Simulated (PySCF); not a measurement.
# LaOF: other functionals and bases at one geometry

How far do other levels of theory move the description of LaOF, and what does each cost? It is a constructed species; whether it can be made isn't addressed.

The runs use PySCF 2.14.0; several levels, as the steps say, no spin–orbit coupling.

1 further run of the same task is left out (for a known fault of the program).

### Step 1. Starting geometry

3 atoms, charge 0, spin multiplicity 1.

Bond lengths: La1–O2 1.941 Å, La1–F3 2.158 Å. Angles: O2–La1–F3 110.1°.

Geometry (Å):

```
La    0.03905    0.00000   -0.39558
O     1.61633    0.00000    0.73529
F    -1.74374    0.00000    0.82042
```

Formal oxidation states: La +3. An earlier session relaxed this geometry at PBE0, La def2-SVP with ECP46, O def2-SVP, F def2-SVP (singlet, point group Cs).

At PBE0 on the finer grid: E = -206.429200 Eh, HOMO -6.43 eV, LUMO -1.90 eV, Mulliken charge on La1 +0.89 e, largest force component 0.022 eV/Å. 

Levels to run: CAM-B3LYP; PBE; PBE0, TZVP. Hardware: 2 threads of Intel Xeon 6975P-C (Granite Rapids), shared host.

### Step 2. CAM-B3LYP

run.py (the lines that set the calculation)

```python
mol = gto.M(atom='''
La     0.03905     0.00000    -0.39558
O      1.61633     0.00000     0.73529
F     -1.74374     0.00000     0.82042''',
    basis={'La': 'def2-SVP', 'O': 'def2-SVP', 'F': 'def2-SVP'},
    ecp={'La': 'def2-SVP'},
    charge=0, spin=0)
mf = dft.RKS(mol, xc='CAMB3LYP')
mf.grids.atom_grid = (75, 302)  # f atoms: unpruned, at least (60, 302)
mf = mf.density_fit()  # fitting sets: La def2-universal-JKFIT, O def2-universal-JKFIT, F def2-universal-JKFIT
mf.conv_tol = 1e-08; mf.max_cycle = 55
mf.kernel(dm0)  # dm0: the density of the relaxed state
```

Run with:

```bash
OMP_NUM_THREADS=2 python run.py
```

Log:

```text
init E= -206.520460997832
  HOMO = -0.285013287301642  LUMO = -0.0479440436616407  gap/eV = 6.45098
cycle= 1 E= -206.520690466457  delta_E= -0.000229  |g|= 0.0635  |ddm|= 0.108
  HOMO = -0.267583068255792  LUMO = -0.0518979108567983  gap/eV = 5.86909
cycle= 2 E= -206.517284709559  delta_E= 0.00341  |g|= 0.145  |ddm|= 0.138
  HOMO = -0.283085417253809  LUMO = -0.0503521405830512  gap/eV = 6.33300
cycle= 3 E= -206.521505445728  delta_E= -0.00422  |g|= 0.0102  |ddm|= 0.0945
  HOMO = -0.282486066436517  LUMO = -0.0503732804959469  gap/eV = 6.31611
cycle= 4 E= -206.521524208701  delta_E= -1.88e-05  |g|= 0.00162  |ddm|= 0.00719
  HOMO = -0.282588011694185  LUMO = -0.0504686028110655  gap/eV = 6.31629
cycle= 5 E= -206.521525410455  delta_E= -1.2e-06  |g|= 0.000372  |ddm|= 0.00344
  HOMO = -0.282687103377655  LUMO = -0.0504910908555729  gap/eV = 6.31838
cycle= 6 E= -206.521525536993  delta_E= -1.27e-07  |g|= 0.000114  |ddm|= 0.00127
  HOMO = -0.282698255473138  LUMO = -0.0504971123425584  gap/eV = 6.31851
cycle= 7 E= -206.521525560637  delta_E= -2.36e-08  |g|= 3.35e-05  |ddm|= 0.00071
  HOMO = -0.28269342654638  LUMO = -0.0504932291580289  gap/eV = 6.31849
cycle= 8 E= -206.521525562811  delta_E= -2.17e-09  |g|= 8.94e-06  |ddm|= 0.000248
  HOMO = -0.282693496758784  LUMO = -0.0504938645038457  gap/eV = 6.31847
Extra cycle  E= -206.521525562933  delta_E= -1.21e-10  |g|= 6.96e-06  |ddm|= 3.99e-05
converged SCF energy = -206.521525562933
```

It took 1.9 s on 2 threads of Intel Xeon 6975P-C (Granite Rapids), shared host.

Result: E = -206.521526 Eh, HOMO -7.69 eV, LUMO -1.37 eV, Mulliken charge on La1 +0.88 e, largest force component 0.051 eV/Å. 

### Step 3. PBE

Edit run.py (the lines that set the calculation) of step 2 so:

```diff
@@ -7,3 +7,3 @@
     charge=0, spin=0)
-mf = dft.RKS(mol, xc='CAMB3LYP')
+mf = dft.RKS(mol, xc='PBE')
 mf.grids.atom_grid = (75, 302)  # f atoms: unpruned, at least (60, 302)
```

Run with:

```bash
OMP_NUM_THREADS=2 python run.py
```

Log:

```text
init E= -206.464054272055
  HOMO = -0.177169732662346  LUMO = -0.0938385862367817  gap/eV = 2.26756
cycle= 1 E= -206.456918237128  delta_E= 0.00714  |g|= 0.213  |ddm|= 0.336
  HOMO = -0.236058583851192  LUMO = -0.082025334841255  gap/eV = 4.19146
cycle= 2 E= -206.339936337306  delta_E= 0.117  |g|= 0.755  |ddm|= 0.716
  HOMO = -0.182621133182751  LUMO = -0.0886965789824572  gap/eV = 2.55582
cycle= 3 E= -206.465603817289  delta_E= -0.126  |g|= 0.0989  |ddm|= 0.538
  HOMO = -0.1879385232926  LUMO = -0.0900844455158456  gap/eV = 2.66275
cycle= 4 E= -206.467274716221  delta_E= -0.00167  |g|= 0.0341  |ddm|= 0.0854
  HOMO = -0.186821617896941  LUMO = -0.0914365595287023  gap/eV = 2.59556
cycle= 5 E= -206.467539263997  delta_E= -0.000265  |g|= 0.00871  |ddm|= 0.038
  HOMO = -0.186808238312849  LUMO = -0.0910958064036329  gap/eV = 2.60447
cycle= 6 E= -206.467558769252  delta_E= -1.95e-05  |g|= 0.00139  |ddm|= 0.00792
  HOMO = -0.186861214391837  LUMO = -0.0910821574875449  gap/eV = 2.60628
cycle= 7 E= -206.467559194668  delta_E= -4.25e-07  |g|= 0.000245  |ddm|= 0.000928
  HOMO = -0.186879760223663  LUMO = -0.0910815032088159  gap/eV = 2.60680
cycle= 8 E= -206.467559209286  delta_E= -1.46e-08  |g|= 2.33e-05  |ddm|= 0.000204
  HOMO = -0.186881564801332  LUMO = -0.0910819673893464  gap/eV = 2.60684
cycle= 9 E= -206.467559209397  delta_E= -1.11e-10  |g|= 3.02e-06  |ddm|= 1.62e-05
  HOMO = -0.186882326748605  LUMO = -0.0910818726640414  gap/eV = 2.60686
Extra cycle  E= -206.467559209365  delta_E= 3.19e-11  |g|= 1.26e-05  |ddm|= 1.03e-05
converged SCF energy = -206.467559209365
```

It took 2 s on 2 threads of Intel Xeon 6975P-C (Granite Rapids), shared host.

It gives: E = -206.467559 Eh, HOMO -5.09 eV, LUMO -2.48 eV, Mulliken charge on La1 +0.74 e, largest force component 0.659 eV/Å. 

### Step 4. PBE0, TZVP

Basis: La def2-TZVP with ECP46, O def2-TZVP, F def2-TZVP. 

run.py (the lines that set the calculation)

```python
mol = gto.M(atom='''
La     0.03905     0.00000    -0.39558
O      1.61633     0.00000     0.73529
F     -1.74374     0.00000     0.82042''',
    basis={'La': 'def2-TZVP', 'O': 'def2-TZVP', 'F': 'def2-TZVP'},
    ecp={'La': 'def2-TZVP'},
    charge=0, spin=0)
mf = dft.RKS(mol, xc='PBE0')
mf.grids.atom_grid = (75, 302)  # f atoms: unpruned, at least (60, 302)
mf = mf.density_fit()  # fitting sets: La def2-universal-JKFIT, O def2-universal-JKFIT, F def2-universal-JKFIT
mf.conv_tol = 1e-08; mf.max_cycle = 55
mf.kernel(dm0)  # dm0: free metal ions and neutral atoms
```

Run with:

```bash
OMP_NUM_THREADS=2 python run.py
```

Log:

```text
init E= -211.687994594607
  HOMO = -0.200625474622955  LUMO = -0.0885543052273129  gap/eV = 3.04961
cycle= 1 E= -206.407098037037  delta_E= 5.28  |g|= 1.38  |ddm|= 1.74
  HOMO = -0.256766808350097  LUMO = -0.0640620878143706  gap/eV = 5.24376
cycle= 2 E= -206.157970995413  delta_E= 0.249  |g|= 1.87  |ddm|=  1.2
  HOMO = -0.216050864060105  LUMO = -0.0749845096289348  gap/eV = 3.83861
cycle= 3 E= -206.632876294213  delta_E= -0.475  |g|= 0.253  |ddm|= 0.77
  HOMO = -0.275460160771189  LUMO = -0.0684712747442427  gap/eV = 5.63245
cycle= 4 E= -206.612002066568  delta_E= 0.0209  |g|= 0.424  |ddm|= 0.339
  HOMO = -0.241223858270397  LUMO = -0.0710583615476635  gap/eV = 4.63044
cycle= 5 E= -206.647281537456  delta_E= -0.0353  |g|= 0.027  |ddm|= 0.184
  HOMO = -0.239149060388418  LUMO = -0.0718382257990429  gap/eV = 4.55276
cycle= 6 E= -206.647460640422  delta_E= -0.000179  |g|= 0.00353  |ddm|= 0.0202
  HOMO = -0.239127163953714  LUMO = -0.0715943027041736  gap/eV = 4.55880
cycle= 7 E= -206.647463928028  delta_E= -3.29e-06  |g|= 0.000725  |ddm|= 0.00336
  HOMO = -0.239154792463562  LUMO = -0.0715866001511575  gap/eV = 4.55976
cycle= 8 E= -206.647464021045  delta_E= -9.3e-08  |g|= 0.000126  |ddm|= 0.000489
  HOMO = -0.239168258070964  LUMO = -0.0715933642346526  gap/eV = 4.55995
cycle= 9 E= -206.647464024464  delta_E= -3.42e-09  |g|= 2.11e-05  |ddm|= 0.000131
  HOMO = -0.239167036501442  LUMO = -0.071590891177402  gap/eV = 4.55998
Extra cycle  E= -206.647464024478  delta_E= -1.38e-11  |g|= 2.85e-05  |ddm|= 4.34e-05
converged SCF energy = -206.647464024478
```

Run time: 5.4 s. Hardware: 2 threads of Intel Xeon 6975P-C (Granite Rapids), shared host.

It gives: E = -206.647464 Eh, HOMO -6.51 eV, LUMO -1.95 eV, Mulliken charge on La1 +1.18 e, largest force component 0.538 eV/Å. 

### Step 5. Results

| level | state | HOMO (eV) | gap (eV) | charge on La1 (e) | dipole (D) | largest force (eV/Å) | basis functions | time |
| --- | --- | --- | --- | --- | --- | --- | --- | --- |
| PBE0 (relaxed here) | singlet | -6.43 | 4.52 | 0.89 | 7.64 | 0.02 | 60 | 3.8 s |
| CAM-B3LYP | singlet | -7.69 | 6.32 | 0.88 | 7.89 | 0.05 | 60 | 1.9 s |
| PBE | singlet | -5.09 | 2.61 | 0.74 | 7.03 | 0.66 | 60 | 2 s |
| PBE0, TZVP | singlet | -6.51 | 4.56 | 1.18 | 7.90 | 0.54 | 102 | 5.4 s |

Times are on 2 threads of Intel Xeon 6975P-C (Granite Rapids), shared host; the first row also made further properties.

In one basis the HOMO–LUMO gap runs from 2.61 eV (PBE) to 6.32 eV (CAM-B3LYP). The largest leftover force, 0.66 eV/Å with PBE, stands at a geometry relaxed at another level. The Mulliken charge on La spans +0.74 to +1.18 e over the levels. Total energies of different levels can't be compared. Spin–orbit coupling is left out throughout.
